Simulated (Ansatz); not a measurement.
Relaxation of a periodic cell of 13 atoms, Zr$_{12}$H (host Zr, host structure hcp, interstitial H), to a largest force component of 0.03 eV/Å in at most 60 steps.

These are results of DFT PBE, scalar-relativistic, plane waves, PAW in Ansatz 0.2.0, not measurements. Settings: cutoff 420 eV, k mesh 3x2x3, gaussian smearing 0.05 eV, no spin polarisation.

```xyz
13
Lattice="6.4600 0.0000 0.0000 -4.8450 8.3918 0.0000 0.0000 0.0000 5.1454" Properties=species:S:1:pos:R:3
Zr 0.000 0.000 0.000
Zr 0.000 1.865 2.573
Zr -1.615 2.797 0.000
Zr -1.615 4.662 2.573
Zr -3.230 5.595 0.000
Zr -3.230 7.459 2.573
Zr 3.230 0.000 0.000
Zr 3.230 1.865 2.573
Zr 1.615 2.797 0.000
Zr 1.615 4.662 2.573
Zr 0.000 5.595 0.000
Zr 0.000 7.459 2.573
H 3.222 3.779 3.888
```

Task: Where does it end, and by what steps?

Result: The run converged. Limits of this set-up: coarse k mesh, odd electron count without spin, a small cell, in which the defect meets its images, a typed lattice constant that wasn't relaxed here. After 4 steps the energy has fallen by 0.051 eV; Zr10 moved furthest, 0.06 Å.

```json
{"step": "0", "energy less start (eV)": "0.0000", "largest force component (eV/Å)": "0.325", "accepted": "yes"}
{"step": "1", "energy less start (eV)": "0.1066", "largest force component (eV/Å)": "0.730", "accepted": "no"}
{"step": "2", "energy less start (eV)": "-0.0456", "largest force component (eV/Å)": "0.084", "accepted": "yes"}
{"step": "3", "energy less start (eV)": "-0.0363", "largest force component (eV/Å)": "0.127", "accepted": "no"}
{"step": "4", "energy less start (eV)": "-0.0506", "largest force component (eV/Å)": "0.030", "accepted": "yes"}
```

```xyz
13
Lattice="6.4600 0.0000 0.0000 -4.8450 8.3918 0.0000 0.0000 0.0000 5.1454" Properties=species:S:1:pos:R:3
Zr 0.003 0.016 0.016
Zr -0.006 1.851 2.568
Zr -1.579 2.775 -0.032
Zr -1.588 4.679 2.539
Zr -3.234 5.633 -0.010
Zr -3.228 7.483 2.562
Zr 3.226 -0.019 0.014
Zr 3.233 1.825 2.581
Zr 1.587 2.785 0.035
Zr 1.579 4.690 2.608
Zr 0.005 5.618 0.010
Zr -0.005 7.450 2.565
H 3.228 3.749 3.868
```

Whether the end is a true minimum wasn't checked by a vibrational analysis.

Time of the run: 24 s on 4 threads of Intel(R) Xeon(R) CPU @ 2.60GHz (Ice Lake), with other jobs on the host, peak memory 1 GiB.
